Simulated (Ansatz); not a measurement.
# O3Si3: the cost of one run

Program: Ansatz 0.2.0. Level of theory: the levels named in each step. These are calculated values, not measurements.

**1. Starting point**

Bond lengths: O1–Si2 1.643 Å, Si2–O3 1.644 Å, O3–Si4 1.643 Å, Si4–O5 1.644 Å, O1–Si6 1.644 Å, O5–Si6 1.643 Å. Angles: O1–Si2–O3 102.8°, Si2–O1–Si6 137.2°, Si2–O3–Si4 137.2°, O3–Si4–O5 102.8°, Si4–O5–Si6 137.2°, O1–Si6–O5 102.8°.

Structure file:

```xyz
6

O     0.9679   -0.9875    0.5354
Si   -0.5754   -1.5402    0.6480
O    -1.4511   -0.3048    0.0081
Si   -1.1537    1.1749   -0.6417
O     0.4835    1.2907   -0.5467
Si    1.7291    0.3654   -0.0060
```

**2. A rough first relaxation, PBE-D4/def2-SVP**

This run stands in another session on the same molecule. It ended at:

```xyz
6

O     0.9995   -1.0187    0.5546
Si   -0.6010   -1.6076    0.6769
O    -1.4982   -0.3157    0.0067
Si   -1.2042    1.2269   -0.6695
O     0.4988    1.3336   -0.5627
Si    1.8054    0.3801   -0.0088
```

**3. Relaxation, r2SCAN-D4/def2-TZVPP**

input.yaml reads:

```yaml
crystal:
  periodic: [false, false, false]
  atoms:
    - { symbol: O, position_ang: [0.9994897, -1.01867462, 0.55461923] }
    - { symbol: Si, position_ang: [-0.60095744, -1.60763491, 0.67686977] }
    - { symbol: O, position_ang: [-1.49817124, -0.31570651, 0.00666107] }
    - { symbol: Si, position_ang: [-1.20424986, 1.22689547, -0.66952612] }
    - { symbol: O, position_ang: [0.49881569, 1.33363012, -0.56272209] }
    - { symbol: Si, position_ang: [1.80535316, 0.38005044, -0.00875186] }
basis:
  gaussian: { orbitals: def2-TZVPP }
hamiltonian:
  xc: r2scan
  dispersion: d4
relax:
  f_tol: 0.002
  max_steps: 150
```

On the command line:

```console
$ ansatz run input.yaml --threads 4 --pin off --max-ram 10240MiB --backend cpu --events-out ev --progress --plain --runs-dir out
```

Q: Estimate wall time and peak memory on 4 threads of AMD EPYC 7R43 (Zen 3), shared host.

About 26 s, with a peak of 0.36 GiB.
